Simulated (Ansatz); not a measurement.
# Alloy of MgS and CaS (28 of 32 Mg sites exchanged), 64 atoms, part 3 of 3

Ansatz 0.2.0, PAW. Earlier steps stand in the parts before.

## Step 4: r²SCAN single point

Contents of in.yaml:

```yaml
crystal:
  lattice:
    - [11.169709, 0.000000, 0.000000]
    - [0.000000, 11.169709, 0.000000]
    - [0.000000, 0.000000, 11.169709]
  atoms:
    - { symbol: S, position: [0.250131, 0.000736, 0.998951] }
    - { symbol: S, position: [0.250119, 0.000289, 0.500516] }
    - { symbol: S, position: [0.250197, 0.499917, 0.991403] }
    - { symbol: S, position: [0.250184, 0.500263, 0.507380] }
    - { symbol: S, position: [0.750167, 0.000250, 0.999585] }
    - { symbol: S, position: [0.750210, 0.000278, 0.499951] }
    - { symbol: S, position: [0.750214, 0.500214, 0.999086] }
    - { symbol: S, position: [0.750265, 0.500170, 0.500409] }
    - { symbol: S, position: [0.008737, 0.250246, 0.999905] }
    - { symbol: S, position: [0.000946, 0.250171, 0.499606] }
    - { symbol: S, position: [0.008964, 0.750193, 0.000483] }
    - { symbol: S, position: [0.001006, 0.750256, 0.499080] }
    - { symbol: S, position: [0.491756, 0.250273, 0.000398] }
    - { symbol: S, position: [0.499360, 0.250176, 0.499109] }
    - { symbol: S, position: [0.491291, 0.750199, 0.007656] }
    - { symbol: S, position: [0.499267, 0.750254, 0.492101] }
    - { symbol: S, position: [0.000207, 0.999584, 0.249881] }
    - { symbol: S, position: [0.000675, 0.000050, 0.749613] }
    - { symbol: S, position: [0.000874, 0.500926, 0.249712] }
    - { symbol: S, position: [0.007261, 0.500334, 0.749606] }
    - { symbol: S, position: [0.500150, 0.992789, 0.249886] }
    - { symbol: S, position: [0.499581, 0.999508, 0.749699] }
    - { symbol: S, position: [0.499677, 0.507616, 0.249735] }
    - { symbol: S, position: [0.493142, 0.500862, 0.749696] }
    - { symbol: S, position: [0.250775, 0.251072, 0.241062] }
    - { symbol: S, position: [0.250287, 0.258152, 0.758829] }
    - { symbol: S, position: [0.257982, 0.749633, 0.240639] }
    - { symbol: S, position: [0.250803, 0.742350, 0.759074] }
    - { symbol: S, position: [0.749532, 0.250387, 0.248936] }
    - { symbol: S, position: [0.750030, 0.250809, 0.750554] }
    - { symbol: S, position: [0.742718, 0.750108, 0.248881] }
    - { symbol: S, position: [0.749455, 0.749594, 0.750615] }
    - { symbol: Ca, position: [0.002802, 0.000162, 0.999757] }
    - { symbol: Ca, position: [0.000431, 0.000132, 0.499756] }
    - { symbol: Ca, position: [0.003632, 0.500290, 0.998491] }
    - { symbol: Ca, position: [0.001570, 0.500304, 0.500742] }
    - { symbol: Ca, position: [0.497427, 0.999197, 0.000908] }
    - { symbol: Ca, position: [0.499877, 0.999069, 0.498732] }
    - { symbol: Ca, position: [0.496756, 0.501249, 0.999660] }
    - { symbol: Ca, position: [0.498866, 0.501372, 0.499687] }
    - { symbol: Ca, position: [0.250209, 0.251620, 0.501403] }
    - { symbol: Ca, position: [0.251339, 0.748956, 0.499772] }
    - { symbol: Ca, position: [0.750119, 0.250285, 0.999762] }
    - { symbol: Ca, position: [0.750109, 0.250251, 0.499749] }
    - { symbol: Ca, position: [0.748497, 0.750160, 0.000931] }
    - { symbol: Ca, position: [0.748929, 0.750185, 0.498552] }
    - { symbol: Ca, position: [0.251368, 0.999236, 0.246982] }
    - { symbol: Ca, position: [0.250180, 0.000178, 0.752443] }
    - { symbol: Ca, position: [0.251386, 0.501272, 0.246125] }
    - { symbol: Ca, position: [0.749037, 0.999062, 0.249624] }
    - { symbol: Ca, position: [0.750096, 0.000120, 0.749904] }
    - { symbol: Ca, position: [0.749053, 0.501425, 0.249616] }
    - { symbol: Ca, position: [0.750094, 0.500288, 0.749861] }
    - { symbol: Ca, position: [0.001589, 0.250306, 0.248554] }
    - { symbol: Ca, position: [0.002446, 0.251389, 0.751029] }
    - { symbol: Ca, position: [0.002050, 0.750212, 0.248465] }
    - { symbol: Ca, position: [0.002535, 0.749004, 0.751132] }
    - { symbol: Ca, position: [0.498855, 0.250345, 0.248597] }
    - { symbol: Ca, position: [0.497876, 0.251456, 0.751102] }
    - { symbol: Ca, position: [0.497827, 0.749064, 0.751520] }
    - { symbol: Mg, position: [0.250256, 0.252478, 0.997905] }
    - { symbol: Mg, position: [0.251724, 0.747980, 0.999354] }
    - { symbol: Mg, position: [0.250259, 0.500437, 0.753869] }
    - { symbol: Mg, position: [0.497925, 0.750244, 0.247951] }
kpoints:
  mp_grid: { grid: [1, 1, 1] }
hamiltonian:
  xc: r2scan
scf:
  occupations: { method: fermi_dirac, width: 0.01 }
output:
  forces: true
  eigenvalues: true
  populations: true
  eigenstates: { kpoints: [[0, 0, 0]], e_range: [-6.0, 6.0], localisation: true }
  write_density: true
  write_potential: true
  elf: true
  volumetric_format: npy
```

Launch:

```
$ ansatz run in.yaml --threads 2 --pin off --max-ram 20900MiB --runs-dir r --events-out ev --progress --plain --backend cuda --devices 0, --max-vram 18GiB
```

Output:

```text
Pseudopotentials: kind: paw
Functional definition: r2SCAN
  parameter k0 = 0.174
  parameter k1 = 0.065
  parameter a1 = 4.9479
  exchange = r2scan_x(k0 = k0, k1 = k1, a1 = a1)
  correlation = r2scan_c
Crystal: 64 atoms, lattice volume = 1393.560 Å³
Basis set: ecut = 500 eV, 35513 PW (Γ), exchange–correlation on 360×360×360 points (64 copies of the dense FFT grid, shifted against one another)
Bands: 320, of which v1, the nominal top of the filled ones, is band 256 counted from 1 (255 counted from 0)
Symmetry: 1 space group operations
Space group: P1 (ITA 1), of the structure as read, at distance tolerance 1.1e-4 Å
k-points: 1
Non-local potential: S, projectors of the file, l = 0: 2, l = 1: 2, l = 2: 2
Non-local potential: Ca, projectors of the file, l = 0: 3, l = 1: 2, l = 2: 2
Non-local potential: Mg, projectors of the file, l = 0: 3, l = 1: 2, l = 2: 1
PAW form: soft (Blöchl's): semilocal exchange-correlation on the pseudo side does not see the compensation charge
PAW frozen core: S, regenerated for the run's functional (the file was generated under x = pbe(κ = 0.804, μ = 0.2195149727645171), c = pbe(β = 0.06672455060314922))
PAW frozen core: Ca, regenerated for the run's functional (the file was generated under x = pbe(κ = 0.804, μ = 0.2195149727645171), c = pbe(β = 0.06672455060314922))
PAW frozen core: Mg, regenerated for the run's functional (the file was generated under x = pbe(κ = 0.804, μ = 0.2195149727645171), c = pbe(β = 0.06672455060314922))
PAW one-centre angular grid: S, 302 points (default); XC on 160 Gauss nodes
PAW one-centre angular grid: Ca, 302 points (default); XC on 160 Gauss nodes
PAW one-centre angular grid: Mg, 302 points (default); XC on 224 Gauss nodes
Initial density: superposition of atomic densities (neutral atoms: chi_scale 0, normalization atom), corrected by the library's trained network
Initial wavefunctions: pseudopotential atomic-orbital guess
Functional: x = r2scan, c = r2scan; τ floored in thin density (d = 2e-4 eV/Å³)
SCF iter   1: F=—  HF=-87844.815076 eV  |F-HF|=—  |Δ(HF+E_count)|=         —  Δρ=5.91e-3  dr2=4.83e-1  dr2_τ=3.13e-1  ethr=1.77e-3  ⟨swp⟩=7.0  Hψ=1327  notcnv=0  defer=47
preconditioner: auto → Resta (q_TF=auto, 2.309 Å⁻¹)  ε∞=3.8  [insulator: Δε(μ)=2.833 eV  Ē_g=9.530 eV  σ=0.010 eV  W_gap=1.00  n_scr=256 (ndim 8)  ℏωp=15.9 eV  f_vac=0.000  D(μ)=0.00/eV (n_scr^D=0)  ε∞_Penn≈3.8]
SCF iter   2: F=—  HF=-87846.395685 eV  |F-HF|=—  |Δ(HF+E_count)|=    1.58e0  Δρ=3.21e-3  dr2=1.51e-1  dr2_τ=2.62e-3  ethr=9.44e-5  ⟨swp⟩=3.0  Hψ=598  notcnv=0  defer=55
SCF iter   3: F=—  HF=-87846.370459 eV  |F-HF|=—  |Δ(HF+E_count)|=   2.52e-2  Δρ=6.33e-4  dr2=4.35e-3  dr2_τ=6.96e-4  ethr=2.94e-5  ⟨swp⟩=3.0  Hψ=495  notcnv=0  defer=55
SCF iter   4: F=—  HF=-87846.371970 eV  |F-HF|=—  |Δ(HF+E_count)|=   1.51e-3  Δρ=1.52e-4  dr2=4.15e-4  dr2_τ=5.21e-5  ethr=8.51e-7  ⟨swp⟩=2.0  Hψ=528  notcnv=0  defer=55
SCF iter   5: F=—  HF=-87846.371011 eV  |F-HF|=—  |Δ(HF+E_count)|=   9.60e-4  Δρ=2.99e-5  dr2=1.42e-5  dr2_τ=7.37e-7  ethr=8.11e-8  ⟨swp⟩=2.0  Hψ=508  notcnv=0  defer=55
SCF iter   6: F=—  HF=-87846.372895 eV  |F-HF|=—  |Δ(HF+E_count)|=   1.88e-3  Δρ=6.06e-6  dr2=6.19e-7  dr2_τ=4.51e-8  ethr=2.78e-9  ⟨swp⟩=2.0  Hψ=521  notcnv=0  defer=55
SCF iter   7: F=-87846.372895 eV  HF=-87846.372895 eV  |F-HF|=8.00e-10  |Δ(HF+E_count)|=   2.09e-8  Δρ=1.82e-6  dr2=6.58e-8  dr2_τ=2.13e-9  ethr=1.95e-11  ⟨swp⟩=28.0  Hψ=4809  notcnv=0
SCF 1 converged in 7 iterations: F = -87846.372895 eV  dr2 = 6.58e-8
NSCF: frozen V_eff on 1 k-points
SCF converged after 7 iterations
Free energy (F): -87846.372895 eV
Harris-Foulkes:  -87846.372895 eV  (|F-HF|=8.00e-10)
Internal energy: -87846.372895 eV  (E = F + TS)
E sigma→0 (E₀):  -87846.372895 eV
Fermi energy:    7.482074 eV
--- Per-component energies (eV) ---
  E_band       = -5336.534403
  E_kinetic    = 11588.181961
  E_local      = -29430.815218  (includes V_loc(G=0)·N_el)
  E_nonlocal   = 3046.397458
  E_hartree    = 9867.641572
  E_xc         = -6939.012020
  E_vxc        = -8692.882072  (∫ρ·V_xc dr)
  E_paw        = -44880.662499  (= ΣΔE_a)
  E_vpaw       = -2059.100260  (= ΣTr[D̂ρ^β])
  E_aug_tail   = -0.000090  (compensation charges beyond the density's cutoff)
  E_vtau       = 476.393334  (kinetic-family band-sum trace: ∫τ·v_τ [+ j·A + Jᵃ·Aᵃ] dr)
  E_ewald      = -31088.308063
  E_core_change = -9.795996  (= ΣΔE_core)
  E_smearing   = -0.000000  (= −TS)
  E_closure    = 0.000000  (closes the sum)
  Σ components = -87846.372895   (vs F -87846.372895, Δ=0.00e0)
--- Forces (eV/Å), atoms counted from 1 ---
  atom   1  S     -0.00456364     0.00871196    -0.00312075
  atom   2  S     -0.00630416     0.00719414     0.00805626
  atom   3  S     -0.00172036    -0.00445454    -0.04972648
  atom   4  S     -0.00427677    -0.00276247     0.05003111
  atom   5  S      0.00709405     0.00653323    -0.01017233
  atom   6  S      0.00613939     0.00691065     0.01031549
  atom   7  S      0.00822872    -0.00656760    -0.00890905
  atom   8  S      0.00643556    -0.00678264     0.01067012
  atom   9  S      0.03958998    -0.00284562     0.00793472
  atom  10  S      0.00074905    -0.00625404    -0.00938811
  atom  11  S      0.03901179     0.00479452     0.00645198
  atom  12  S     -0.00088874     0.00727340    -0.00795183
  atom  13  S     -0.04148319    -0.00515652     0.00627593
  atom  14  S      0.00029493    -0.00726924    -0.01048923
  atom  15  S     -0.03762330     0.00094846     0.04294064
  atom  16  S      0.00085514     0.00446987    -0.04902995
  atom  17  S     -0.01178933    -0.00239415     0.01353683
  atom  18  S     -0.01025532    -0.00187644    -0.01256747
  atom  19  S     -0.01174248     0.00299017     0.01451561
  atom  20  S      0.03323198     0.00253253    -0.01063896
  atom  21  S      0.00803301    -0.04569313     0.00970807
  atom  22  S      0.01058344    -0.00346325    -0.01449432
  atom  23  S      0.00571058     0.04762627     0.00954413
  atom  24  S     -0.03336132     0.00231678    -0.01309547
  atom  25  S      0.00207074     0.00006506    -0.04516635
  atom  26  S      0.00160492     0.04254971     0.03997534
  atom  27  S      0.03801224    -0.00304571    -0.03876842
  atom  28  S      0.00142257    -0.03986711     0.03897108
  atom  29  S     -0.00333909     0.00255367    -0.00777481
  atom  30  S     -0.00316145     0.00313836     0.00728101
  atom  31  S     -0.04681998    -0.00175071    -0.00501980
  atom  32  S     -0.00228932    -0.00268521     0.00608609
  atom  33  Ca    -0.00570694    -0.00066032     0.00074369
  atom  34  Ca     0.00056159    -0.00033785    -0.00109584
  atom  35  Ca    -0.01419331     0.00039239     0.00318496
  atom  36  Ca    -0.00202346     0.00123133    -0.00315277
  atom  37  Ca     0.00722630     0.00505865    -0.00224666
  atom  38  Ca    -0.00020696     0.00132253     0.00115207
  atom  39  Ca     0.01354161    -0.00510049    -0.00038772
  atom  40  Ca     0.00117449    -0.00138691     0.00052932
  atom  41  Ca     0.00143450    -0.00095930    -0.00423856
  atom  42  Ca     0.00010333     0.00000056     0.00027373
  atom  43  Ca    -0.00027273    -0.00231687     0.00245508
  atom  44  Ca    -0.00000791     0.00231601     0.00022587
  atom  45  Ca     0.00426164     0.00312071     0.00368609
  atom  46  Ca     0.00258992    -0.00174456     0.00282047
  atom  47  Ca    -0.00462223     0.00490002     0.00928361
  atom  48  Ca     0.00116346    -0.00098478    -0.00124990
  atom  49  Ca    -0.00525387    -0.00502246     0.00994153
  atom  50  Ca     0.00372643     0.00081284    -0.00041997
  atom  51  Ca    -0.00009175    -0.00002639     0.00003652
  atom  52  Ca     0.00399610    -0.00157836    -0.00092776
  atom  53  Ca     0.00103942     0.00120073    -0.00500139
  atom  54  Ca    -0.00195419    -0.00087600     0.00253686
  atom  55  Ca    -0.00443813    -0.00272153    -0.00219071
  atom  56  Ca    -0.00353833    -0.00059751    -0.00031749
  atom  57  Ca    -0.00691461     0.00458518    -0.00603695
  atom  58  Ca     0.00571078    -0.00180520     0.00712944
  atom  59  Ca     0.00583716    -0.00393715    -0.00317512
  atom  60  Ca     0.00350238     0.00520436    -0.00495005
  atom  61  Mg     0.00098782     0.00022453     0.00281365
  atom  62  Mg     0.00471403    -0.00161368     0.00977289
  atom  63  Mg     0.00125094    -0.00213482    -0.00048301
  atom  64  Mg    -0.00295722    -0.00259409    -0.00733131
  max |Σ_I F_I| component: 1.71e-3 eV/Å
--- Band table (eV) ---
  k-point 0: bands = ["-71.7767", "-71.7671", "-71.6649", "-71.6450", "-36.8844", "-36.8769", "-36.8669", "-36.8653", "-36.8574", "-36.8535", "-36.7626", "-36.7612", "-36.7586", "-36.7427", "-36.7403", "-36.7395", "-34.6694", "-34.6684", "-34.6658", "-34.6655", "-34.6145", "-34.6142", "-34.6117", "-34.6116", "-34.6060", "-34.6047", "-34.5507", "-34.5436", "-34.5258", "-34.5204", "-34.5180", "-34.5153", "-34.5139", "-34.4990", "-34.4958", "-34.4931", "-34.4824", "-34.4765", "-34.4763", "-34.4705", "-34.4655", "-34.4617", "-34.4607", "-34.4575", "-14.9070", "-14.8976", "-14.8946", "-14.8819", "-14.8772", "-14.8714", "-14.8685", "-14.8658", "-14.8628", "-14.8553", "-14.8517", "-14.8507", "-14.8416", "-14.8400", "-14.8265", "-14.8189", "-14.8150", "-14.8129", "-14.8120", "-14.8092", "-14.8047", "-14.8013", "-14.7956", "-14.7925", "-14.7894", "-14.7837", "-14.7812", "-14.7791", "-14.7780", "-14.7710", "-14.7697", "-14.7653", "-14.7595", "-14.7510", "-14.7466", "-14.7427", "-14.7374", "-14.7340", "-14.7302", "-14.7288", "-14.7237", "-14.7217", "-14.7185", "-14.7074", "-14.7044", "-14.7004", "-14.6966", "-14.6938", "-14.6923", "-14.6919", "-14.6880", "-14.6857", "-14.6827", "-14.6819", "-14.6791", "-14.6785", "-14.6754", "-14.6737", "-14.6718", "-14.6702", "-14.6684", "-14.6656", "-14.6603", "-14.6597", "-14.6582", "-14.6551", "-14.6473", "-14.6470", "-14.6457", "-14.6447", "-14.6406", "-14.6388", "-14.6377", "-14.6361", "-14.6346", "-14.6321", "-14.6286", "-14.6283", "-14.6253", "-14.6246", "-14.6220", "-14.6203", "-14.6184", "-14.6150", "-5.9403", "-5.5079", "-5.4920", "-5.4464", "-5.4358", "-5.4207", "-5.4148", "-5.1856", "-5.1841", "-5.1732", "-5.1683", "-5.1590", "-5.1519", "-5.1375", "-5.1304", "-5.1197", "-5.1125", "-5.1032", "-5.0962", "-5.0919", "-5.0858", "-5.0789", "-5.0476", "-5.0237", "-5.0086", "-5.0025", "-4.9888", "-4.9818", "-4.9731", "-4.9636", "-4.9503", "-4.9318", "2.4045", "2.5777", "2.5895", "2.8289", "3.1790", "3.1930", "3.2089", "3.2268", "3.3883", "3.4178", "3.4413", "3.4731", "3.4806", "3.4890", "3.4919", "3.5011", "3.5065", "3.5112", "3.5186", "3.8263", "3.8581", "3.8667", "3.9146", "3.9249", "3.9531", "3.9804", "3.9983", "4.0111", "4.0218", "4.0615", "4.0758", "4.1132", "4.1637", "4.1687", "4.1772", "4.1984", "4.2232", "4.2728", "4.3432", "4.4166", "4.4541", "4.4832", "4.4869", "4.4953", "4.5271", "4.5594", "4.5734", "4.5884", "4.5939", "4.6107", "4.6274", "4.6418", "4.6683", "4.6913", "4.7170", "4.8196", "4.8316", "4.8383", "4.8524", "4.8582", "4.8598", "4.8619", "4.8811", "4.8831", "4.8961", "4.9026", "4.9166", "4.9312", "5.1057", "5.1083", "5.1164", "5.1313", "5.1384", "5.1405", "5.1490", "5.1592", "5.1736", "5.1857", "5.2163", "5.2217", "5.3777", "5.4511", "5.4677", "5.4731", "5.4823", "5.4997", "5.5091", "5.5117", "5.5181", "5.5406", "5.5425", "5.5444", "5.5500", "6.0920", "6.0986", "6.1037", "8.8562", "8.8749", "8.8794", "9.6247", "9.6321", "9.6921", "9.7030", "9.7543", "9.7710", "10.4181", "10.8102", "10.8175", "10.8434", "10.8471", "10.9282", "11.4071", "11.4291", "11.4615", "11.4772", "11.4862", "11.4996", "11.5043", "11.5194", "11.5278", "11.5437", "11.5598", "11.5896", "11.6011", "11.6146", "11.6625", "11.6856", "11.7076", "11.7490", "11.7656", "11.8106", "11.8211", "11.8382", "11.8433", "11.8485", "11.8655", "11.8812", "11.9184", "11.9199", "11.9295", "11.9448", "11.9515", "11.9831", "12.0101", "12.0239", "12.0369", "12.0551", "12.0727", "12.1352", "12.1718", "12.1817", "12.2227", "12.2360", "12.2454", "12.2706", "12.2717", "12.2910", "12.3066", "12.3113", "12.3163"]
--- Löwdin populations: 64 sites ---
  site symbol       q [e]
     0      S      7.3335
     1      S      7.3426
     2      S      7.3243
     3      S      7.3352
     4      S      7.3421
     5      S      7.3413
     6      S      7.3425
     7      S      7.3416
     8      S      7.3334
     9      S      7.3417
    10      S      7.3338
    11      S      7.3420
    12      S      7.3339
    13      S      7.3420
    14      S      7.3252
    15      S      7.3346
    16      S      7.3418
    17      S      7.3419
    18      S      7.3424
    19      S      7.3342
    20      S      7.3343
    21      S      7.3423
    22      S      7.3350
    23      S      7.3348
    24      S      7.3343
    25      S      7.3253
    26      S      7.3256
    27      S      7.3258
    28      S      7.3418
    29      S      7.3418
    30      S      7.3343
    31      S      7.3422
    32     Ca      8.4115
    33     Ca      8.4091
    34     Ca      8.4134
    35     Ca      8.4103
    36     Ca      8.4131
    37     Ca      8.4105
    38     Ca      8.4149
    39     Ca      8.4116
    40     Ca      8.4127
    41     Ca      8.4139
    42     Ca      8.4115
    43     Ca      8.4079
    44     Ca      8.4128
    45     Ca      8.4092
    46     Ca      8.4121
    47     Ca      8.4150
    48     Ca      8.4166
    49     Ca      8.4103
    50     Ca      8.4082
    51     Ca      8.4096
    52     Ca      8.4127
    53     Ca      8.4096
    54     Ca      8.4118
    55     Ca      8.4139
    56     Ca      8.4110
    57     Ca      8.4140
    58     Ca      8.4111
    59     Ca      8.4155
    60     Mg      8.5254
    61     Mg      8.5267
    62     Mg      8.5172
    63     Mg      8.5167
  spilling = 0.014868 (of n_electrons = 512.000000)
```

It took 13 s on 1 × NVIDIA H100 80GB HBM3 with 2 threads of AMD EPYC 7R13, shared host; peak host memory 3.5 GiB.

Top filled level 6.104 eV, lowest empty level 8.856 eV: 2.75 eV apart at the Γ point alone.

The states next to the gap (eigenstates.tsv), from the top filled level:

```tsv
level (eV)	spin	filling	atoms sharing it	main element	its share	largest atom
-0.56	both	2.00	26.0	S	0.87	–
-0.55	both	2.00	24.3	S	0.87	–
-0.01	both	2.00	37.1	S	0.92	–
-0.01	both	2.00	37.3	S	0.92	–
0.00	both	2.00	37.2	S	0.92	–
2.75	both	0.00	50.7	Ca	0.62	–
2.77	both	0.00	52.9	Ca	0.62	–
2.78	both	0.00	54.4	Ca	0.62	–
```

Forces by r²SCAN reach 0.06 eV/Å at most on these atoms (on S26).

## Step 5: Results

What follows sums up all 3 parts. Changes of volume or cell count from the first structure of part 1.

```
             level        time   k points  top filled to lowest empty (eV)
PBEsol, relaxation   8 s (GPU)  (¼, ¼, ¼)                             2.93
             HSE06  43 s (GPU)          Γ                             3.38
            r²SCAN  13 s (GPU)          Γ                             2.75
```

| quantity | value |
| --- | --- |
| relaxation | 5 recorded steps, 0.73 eV gained |
| largest shift | 0.14 Å (S26 and others alike) |
| relaxed cell | a = 11.170 Å, b = 11.170 Å, c = 11.170 Å, α = 90.00°, β = 90.00°, γ = 90.00° |
| mean bonds | Ca–S 2.804, Mg–S 2.717 Å |

**Reading.** Relaxation gains 0.73 eV, with shifts up to 0.14 Å (S26 and others alike), while the volume changes by +0.3 %. The mean lengths of the listed bonds run from Mg–S 2.72 Å to Ca–S 2.80 Å. At the same k points, r²SCAN gives a spacing 0.63 eV smaller than the 3.38 eV of HSE06. Rows on different k points differ by sampling as well as by level. Exact exchange costs time: HSE06 ran about 3.4 times as long as r²SCAN on the same kind of device. With one k point the spacing samples only the states that fold onto it, so it can exceed the gap over the zone.
